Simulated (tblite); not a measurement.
# C5H11BrOSi: the cost of one run

The runs use tblite 0.8.0 and PySCF 2.14.0, with density-fitted response routines of our own; the level of theory stands in each step. All values are computed, except where a source is named. Atoms count from 0, in the outputs and in this text.

## (1) Starting geometry

19 atoms, charge 0, multiplicity 1; geometry from: force field or distance geometry start.

Bonds of the start (Å): C0–C1 1.50, C1–Si2 1.90, Si2–Br3 2.24, Si2–C4 1.85, C4–C5 1.49, C5–C6 1.51, C5–O7 1.23, C0–H8 1.12, C0–H9 1.13, C0–H10 1.10, C1–H11 1.09, C1–H12 1.08, Si2–H13 1.47, C4–H14 1.11, C4–H15 1.11, C6–H16 1.11, C6–H17 1.11, C6–H18 1.09.

## (2) Relaxing the molecule with GFN2-xTB

Job settings and geometry (Å):

```
{"job": {"kind": "relax", "xc": "GFN2-xTB", "basis": "xTB"}, "charge": 0, "multiplicity": 1}
C     -2.823300     0.716400    -0.332500
C     -1.832300    -0.102600    -1.100600
Si    -0.701100    -1.056300     0.090500
Br    -0.008100    -2.878400    -1.010600
C      0.701400     0.043800     0.569600
C      1.979200    -0.332100    -0.094000
C      3.188100     0.509500     0.232500
O      2.076400    -1.284900    -0.867500
H     -2.380300     1.190000     0.575400
H     -3.671200     0.060600     0.029900
H     -3.254800     1.503700    -0.972000
H     -1.171100     0.574600    -1.648200
H     -2.343200    -0.842800    -1.701000
H     -1.469600    -1.476800     1.265500
H      0.447000     1.099000     0.321000
H      0.885300     0.010000     1.665500
H      3.715600     0.105300     1.121200
H      2.803700     1.519300     0.488400
H      3.848700     0.651000    -0.625500
```

Command:

```bash
$ OMP_NUM_THREADS=1 python probes_run.py task.json out
```

One launch serves the whole session: the jobs run in the order shown.

**Question.** How long does this first job take on 1 thread of Arm Neoverse N1, shared host?

About 3.5 s.
